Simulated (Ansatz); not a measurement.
# Mg3Te under changes of volume

One of the cells (24.177 Å³/atom); the others are scaled copies at fixed shape and fractional positions:

```
CELL_PARAMETERS angstrom
-2.13936 2.13936 5.28249
2.13936 -2.13936 5.28249
2.13936 2.13936 -5.28249
ATOMIC_POSITIONS crystal
Te 0.00000 0.00000 0.00000
Mg 0.25000 0.75000 0.50000
Mg 0.75000 0.25000 0.50000
Mg 0.50000 0.50000 0.00000
```

The cell comes from a database or a generator and needn't be the stable form of this composition.

```yaml
Program: Ansatz 0.2.0
Functional: PBE
Potentials_or_basis: Ansatz PAW
Cutoff: "420 eV (not typed: the program's choice for these potentials)"
k_mesh: 9 × 9 × 9
Occupations: fermi-dirac, width 0.05 eV
Spin: no spin polarisation
```

| volume (Å³/atom) | energy over the lowest point (meV/atom) | pressure (GPa) |
| --- | --- | --- |
| 22.727 | ? | ? |
| 23.210 | 5.65 | 1.8 |
| 23.694 | 1.57 | 0.9 |
| 24.177 | 0.00 | 0.1 |
| 24.661 | 0.71 | -0.6 |
| 25.144 | 3.47 | -1.2 |
| 25.628 | 8.08 | -1.8 |

What does the run at 22.727 Å³/atom give?

Energy over the lowest point 12.54 meV/atom; pressure 2.8 GPa.

Worked out: A Birch-Murnaghan fit of order 3 (a polynomial in V^(-2/3)) to the other rows has its minimum at 24.26 Å³/atom with B0 = V·E''(V) = 37 GPa and B' = 4.1 at fixed shape and positions, which overstates the stiffness. It gives 12.52 meV/atom at 22.727 Å³/atom, against the run's 12.54, and -dE/dV = 2.8 GPa, against 2.8.

Energies are extrapolated to zero smearing.
